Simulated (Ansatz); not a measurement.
# F2H11N2Si3: the cost of one run

Method: PBE0-D4, def2-SVP first, then def2-TZVP; program: Ansatz 0.2.0, Gaussian basis.

193 further runs of the same task are left out: 3 that didn't finish, 190 set aside as unsound or not needed.

## 1. Starting geometry

The guess: 18 atoms, charge 0, spin multiplicity 2.

Atoms are counted from 1 here; the program's logs count them from 0.

Bond lengths: Si1–N2 1.837 Å, Si1–N4 1.719 Å, Si1–H6 1.466 Å, N2–Si3 1.790 Å, N2–H9 1.196 Å, N2–H11 1.016 Å, Si3–H12 1.461 Å, Si3–H13 1.453 Å, Si3–H14 1.464 Å, N4–Si5 1.734 Å, N4–H15 1.009 Å, Si5–H16 1.467 Å, Si5–H17 1.466 Å, Si5–H18 1.461 Å, H7–F8 0.994 Å. Angles: N2–Si1–N4 106.1°, N2–Si1–H6 103.3°, N4–Si1–H6 110.5°, Si1–N2–Si3 120.2°, Si1–N2–H9 107.5°, Si1–N2–H11 108.5°, Si3–N2–H9 107.1°, Si3–N2–H11 111.1°, H9–N2–H11 100.6°, N2–Si3–H12 103.9°, N2–Si3–H13 105.9°, N2–Si3–H14 107.8°, H12–Si3–H13 114.6°, H12–Si3–H14 111.1°, H13–Si3–H14 112.8°, Si1–N4–Si5 129.2°, Si1–N4–H15 113.5°, Si5–N4–H15 115.1° and more.

Coordinates:

```xyz
18
charge 0, multiplicity 2
Si   -0.01350   -0.33390    1.34220
N     1.44710    0.27100    0.40590
Si    1.70980   -0.25000   -1.28650
N    -1.35670   -0.18090    0.28010
Si   -2.34330   -1.41980   -0.42490
H     0.29800   -1.74770    1.57510
H     0.11740    2.66040    1.19030
F    -0.68730    2.29310    1.64330
H     1.40390    1.46660    0.40310
F     1.30890    2.72140    0.48620
H     2.27870    0.11570    0.96940
H     3.01480    0.31110   -1.62710
H     0.59890    0.29670   -2.04710
H     1.74530   -1.71320   -1.30420
H    -1.75850    0.74450    0.26990
H    -3.20350   -2.05590    0.57850
H    -1.42850   -2.41720   -0.98940
H    -3.13130   -0.76170   -1.46480
```

Distances that are to change: Si1–F8 2.73 Å, H7–F10 1.39 Å, N2–H9 1.20 Å, Si1–N2 1.84 Å, H7–F8 0.99 Å, H9–F10 1.26 Å.

## 2. Constrained relaxation of the guess

The input, hold/in.yaml:

```yaml
crystal:
  periodic: [false, false, false]
  atoms:
    - {symbol: Si, position_ang: [-0.013500, -0.333900, 1.342200]}
    - {symbol: N, position_ang: [1.447100, 0.271000, 0.405900]}
    - {symbol: Si, position_ang: [1.709800, -0.250000, -1.286500]}
    - {symbol: N, position_ang: [-1.356700, -0.180900, 0.280100]}
    - {symbol: Si, position_ang: [-2.343300, -1.419800, -0.424900]}
    - {symbol: H, position_ang: [0.298000, -1.747700, 1.575100]}
    - {symbol: H, position_ang: [0.117400, 2.660400, 1.190300]}
    - {symbol: F, position_ang: [-0.687300, 2.293100, 1.643300]}
    - {symbol: H, position_ang: [1.403900, 1.466600, 0.403100]}
    - {symbol: F, position_ang: [1.308900, 2.721400, 0.486200]}
    - {symbol: H, position_ang: [2.278700, 0.115700, 0.969400]}
    - {symbol: H, position_ang: [3.014800, 0.311100, -1.627100]}
    - {symbol: H, position_ang: [0.598900, 0.296700, -2.047100]}
    - {symbol: H, position_ang: [1.745300, -1.713200, -1.304200]}
    - {symbol: H, position_ang: [-1.758500, 0.744500, 0.269900]}
    - {symbol: H, position_ang: [-3.203500, -2.055900, 0.578500]}
    - {symbol: H, position_ang: [-1.428500, -2.417200, -0.989400]}
    - {symbol: H, position_ang: [-3.131300, -0.761700, -1.464800]}
basis:
  gaussian: {orbitals: def2-SVP}
magnetization: {spin_polarized: true, initial_magnetization: 1}
hamiltonian: {xc: pbe0, dispersion: d4}
relax: {f_tol: 0.04, max_steps: 150, escape_saddle: false, constraints: [{distance: [0, 7]}, {distance: [6, 9]}, {distance: [1, 8]}, {distance: [0, 1]}, {distance: [6, 7]}, {distance: [8, 9]}]}
```

Run with:

```console
> ansatz run in.yaml --threads 4 --pin off --events-out ev --progress --plain --max-ram 66560MiB --backend cuda --devices 0, --max-vram 37GiB
```

**Question.** How long does this run take on 1 × a share of an NVIDIA H100 with 4 threads of AMD EPYC 7R13, shared host?

About 38 s.
